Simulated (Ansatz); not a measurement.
# C₂H₆BN (SMILES [BH3-][N+]#CC): a relaxed scan of the bond length B1–H6

Aim: the energy along the bond length B1–H6, from CCSD(T) and from cheaper methods, relative to the minimum. At each value the rest of the molecule is relaxed at PBE0-D4 with the distance held.

Method: single points in def2-TZVPP; program: Ansatz 0.2.0, Gaussian basis.

Levels: PBE-D4, r2SCAN-D4, PBE0-D4, B3LYP-D4, wB97M-V, Hartree-Fock, MP2, CCSD, CCSD(T). The scan takes 1.042, 1.077, 1.130, 1.191, 1.258, 1.331, 1.408, 1.490, 1.575 Å.

Cores are frozen in the correlated methods. B3LYP uses VWN-RPA correlation.

28 further runs of the same task are left out: 28 set aside as unsound or not needed.

## Step 1: The system as given

The minimum, relaxed at PBE0-D4: SMILES `[BH3-][N+]#CC`, 10 atoms, charge 0, spin multiplicity 1.

Atoms are counted from 1 here; the program's logs count them from 0.

Bond lengths: B1–N2 1.536 Å, B1–H5 1.211 Å, B1–H6 1.211 Å, B1–H7 1.211 Å, N2–C3 1.142 Å, C3–C4 1.443 Å, C4–H8 1.091 Å, C4–H9 1.091 Å, C4–H10 1.091 Å. Angles: N2–B1–H5 105.7°, N2–B1–H6 105.7°, N2–B1–H7 105.7°, H5–B1–H6 112.9°, H5–B1–H7 112.9°, H6–B1–H7 112.9°, B1–N2–C3 180.0°, N2–C3–C4 179.9°, C3–C4–H8 109.9°, C3–C4–H9 109.9°, C3–C4–H10 109.9°, H8–C4–H9 109.1°, H8–C4–H10 109.1°, H9–C4–H10 109.1°.

Geometry (Å):

```csv
atom,x (Å),y (Å),z (Å)
B1,-1.0475,1.3025,-1.2295
N2,-0.2699,0.3377,-0.3222
C3,0.3090,-0.3798,0.3525
C4,1.0418,-1.2850,1.2040
H5,-1.7559,0.6044,-1.9210
H6,-1.6763,2.0204,-0.4835
H7,-0.2094,1.9019,-1.8663
H8,2.0790,-1.3503,0.8704
H9,1.0207,-0.9246,2.2340
H10,0.5915,-2.2784,1.1646
```

Energies of the minimum (eV), from earlier single points: PBE-D4 -4333.18642, r2SCAN-D4 -4336.31538, PBE0-D4 -4333.59220, B3LYP-D4 -4339.63816, wB97M-V -4336.74528, CCSD(T) -4329.38145.

At the minimum the bond length B1–H6 is 1.211 Å.

## Step 2: B1–H6 = 1.042 Å

The input, relax/in.yaml:

```yaml
crystal:
  periodic: [false, false, false]
  atoms:
    - {symbol: B, position_ang: [-1.047545, 1.302498, -1.229512]}
    - {symbol: N, position_ang: [-0.269852, 0.337689, -0.322211]}
    - {symbol: C, position_ang: [0.308993, -0.379754, 0.352475]}
    - {symbol: C, position_ang: [1.041813, -1.284963, 1.204009]}
    - {symbol: H, position_ang: [-1.755872, 0.604439, -1.921050]}
    - {symbol: H, position_ang: [-1.588391, 1.920065, -0.587749]}
    - {symbol: H, position_ang: [-0.209392, 1.901902, -1.866314]}
    - {symbol: H, position_ang: [2.078954, -1.350323, 0.870418]}
    - {symbol: H, position_ang: [1.020682, -0.924631, 2.234022]}
    - {symbol: H, position_ang: [0.591490, -2.278370, 1.164634]}
basis:
  gaussian: {orbitals: def2-TZVP}
hamiltonian: {xc: pbe0, dispersion: d4}
relax: {f_tol: 0.005, max_steps: 200, constraints: [{distance: [0, 5]}]}
```

The command line of these runs was not kept.

Further steps of the session: B1–H6 = 1.077 Å; B1–H6 = 1.130 Å; B1–H6 = 1.191 Å; B1–H6 = 1.258 Å; B1–H6 = 1.331 Å; B1–H6 = 1.408 Å; B1–H6 = 1.490 Å; B1–H6 = 1.575 Å.

Before running it: what results should come out? Wanted: highest point, CCSD(T); lowest point, CCSD(T); minimum along the scan, CCSD(T); RMS deviation from CCSD(T); largest T1 diagnostic.

As calculated:

| quantity | value |
| --- | --- |
| highest point, CCSD(T) | 18.4 kcal/mol at 1.575 Å |
| lowest point, CCSD(T) | 0.0 kcal/mol at 1.211 Å |
| minimum along the scan, CCSD(T) | 1.207 Å |
| curvature there | 21.6 eV/Å² |
| RMS deviation from CCSD(T) | PBE-D4 1.0, r2SCAN-D4 0.4, PBE0-D4 0.3, B3LYP-D4 0.3, wB97M-V 0.3, Hartree-Fock 0.4, MP2 0.6, CCSD 0.2 kcal/mol |
| largest T1 diagnostic | 0.014 |

A polynomial through the near points puts the CCSD(T) minimum 0.004 Å below the PBE0-D4 value. It is steeper on the short side than on the long one. Curvature against CCSD(T): PBE-D4 -7 %, Hartree-Fock +3 %. CCSD follows the CCSD(T) curve best and PBE-D4 worst.
